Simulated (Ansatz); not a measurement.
# GaGe under changes of volume

One of the cells (24.335 Å³/atom); the others are scaled copies at fixed shape and fractional positions:

```
Ge Ga
1.0
     0.00000    2.89784    2.89784
     2.89784    0.00000    2.89784
     2.89784    2.89784    0.00000
Ge Ga
1 1
Direct
  0.00000 0.00000 0.00000
  0.25000 0.25000 0.25000
```

The cell comes from a database or a generator and needn't be the stable form of this composition.

| Item | Value |
| --- | --- |
| Program | Ansatz 0.2.0 |
| Functional | LDA |
| Potentials or basis | Ansatz PAW |
| Cutoff | 420 eV (not typed: the program's choice for these potentials) |
| k mesh | 8 × 8 × 8 |
| Occupations | fermi-dirac, width 0.05 eV |
| Spin | no spin polarisation |

```csv
volume (Å³/atom),energy over the lowest point (meV/atom),pressure (GPa)
22.875,0.00,-1.1
23.361,5.21,-2.3
23.848,13.61,-3.2
24.335,24.83,-4.1
24.821,?,?
25.308,54.41,-5.5
25.795,72.21,-6.1
```

What does the run at 24.821 Å³/atom give?

Energy over the lowest point 38.53 meV/atom; pressure -4.9 GPa.

Worked out: A Birch-Murnaghan fit of order 3 (a polynomial in V^(-2/3)) to the other rows has its minimum at 22.43 Å³/atom, just outside them, with B0 = V·E''(V) = 62 GPa and B' = 4.8. It gives 38.51 meV/atom at 24.821 Å³/atom, against the run's 38.53, and -dE/dV = -4.9 GPa, against -4.9.

Energies are extrapolated to zero smearing.

Caveats: the PAW data sets come from PBE, with cores solved anew for the run's functional, which leaves a small shift of forces and pressure.
